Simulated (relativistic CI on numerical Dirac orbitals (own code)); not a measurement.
# Pr⁴⁺: 4d photoemission multiplets

Wanted: the shape of the 4d photoemission spectrum of Pr⁴⁺ in 4 surroundings, from the same atomic integrals.

The numbers are computed with relativistic CI on numerical Dirac orbitals (own code) version 1 (Dirac-Coulomb-Breit CI, KLI orbitals optimised for each configuration, model QED (radiative potential, 1s self-energy scaled to tabulated hydrogen-like ionisation energies), valence Slater integrals scaled by 0.8, multiplet model of photoemission in the sudden approximation), except any that are marked as measured or tabulated.

## 1. Starting point

* ion: Pr⁴⁺ (Pr V)
* nuclear charge: 59
* electrons: 55
* configurations: [Xe] 4f → [Kr] 4d9 4f 5s2 5p6
* temperature: 80 K
* widths: Lorentz 1 eV, Gauss 0.6 eV
* surrounding 1: free ion
* surrounding 2: D3d, B20 = 1910, B40 = -1030, B43 = -650, B60 = -190, B63 = 80, B66 = 220 cm⁻¹
* surrounding 3: C2v, B20 = -40, B22 = -530, B40 = 140, B42 = 230, B44 = -890, B60 = 0, B62 = -220, B64 = -750, B66 = -880 cm⁻¹
* surrounding 4: D4h, B20 = -1130, B40 = 3480, B44 = -1230, B60 = -550, B64 = 730 cm⁻¹

## 2. Surrounding 1: free ion

Input settings:

```ini
atom Pr  Z=59  charge=4  electrons=55
nucleus A=141  rms_radius_fm=4.8919
hamiltonian dirac-coulomb  breit=on  qed=on  c_scale=1
orbitals kli  potential=per-configuration
slater_scale 0.8
correlation none
mixing on
configurations
  [Xe] 4f
  [Kr] 4d9 4f 5s2 5p6
end
photoemission 4d T=80 lorentz=1 gauss=0.6
crystal_field free
```

## 3. Surrounding 2: D3d, B20 = 1910, B40 = -1030, B43 = -650, B60 = -190, B63 = 80, B66 = 220

Changes to the settings of step 2:

```diff
@@ -12,2 +12,2 @@
 photoemission 4d T=80 lorentz=1 gauss=0.6
-crystal_field free
+crystal_field D3d B20=1910 B40=-1030 B43=-650 B60=-190 B63=80 B66=220
```

## 4. Surrounding 3: C2v, B20 = -40, B22 = -530, B40 = 140, B42 = 230, B44 = -890, B60 = 0, B62 = -220, B64 = -750, B66 = -880

Changes to the settings of step 3:

```diff
@@ -12,2 +12,2 @@
 photoemission 4d T=80 lorentz=1 gauss=0.6
-crystal_field D3d B20=1910 B40=-1030 B43=-650 B60=-190 B63=80 B66=220
+crystal_field C2v B20=-40 B22=-530 B40=140 B42=230 B44=-890 B60=0 B62=-220 B64=-750 B66=-880
```

## 5. Surrounding 4: D4h, B20 = -1130, B40 = 3480, B44 = -1230, B60 = -550, B64 = 730

Changes to the settings of step 4:

```diff
@@ -12,2 +12,2 @@
 photoemission 4d T=80 lorentz=1 gauss=0.6
-crystal_field C2v B20=-40 B22=-530 B40=140 B42=230 B44=-890 B60=0 B62=-220 B64=-750 B66=-880
+crystal_field D4h B20=-1130 B40=3480 B44=-1230 B60=-550 B64=730
```

(Steps that only read results are left out.)

**Question.** What will these runs give? Wanted: highest peak, first run; ground spin.

As calculated:

| surrounding | ground S | centroid (eV) | spread (eV) | up to four highest peaks (% of the highest), eV |
| --- | --- | --- | --- | --- |
| 1: free | 0.50 | 173.33 | 4.64 | 170.6 (75), 171.8 (100), 174.4 (68), 177.6 (31) |
| 2: D3d | 0.50 | 173.33 | 4.63 | 170.6 (77), 171.8 (100), 174.4 (68), 177.6 (30) |
| 3: C2v | 0.50 | 173.33 | 4.63 | 170.6 (77), 171.8 (100), 174.4 (68), 177.6 (31) |
| 4: D4h | 0.50 | 173.33 | 4.63 | 170.6 (80), 171.8 (100), 174.4 (70), 177.6 (31) |

| quantity | value |
| --- | --- |
| highest peak, first run | 171.8 eV |
| ground spin (effective S from ⟨S²⟩) | 0.50 |

**Reading.** The highest peak stays in place, within the step of the energy grid, in all surroundings. Energies are those of the free ion without screening by ligands; binding energies in solids differ by tens of eV.
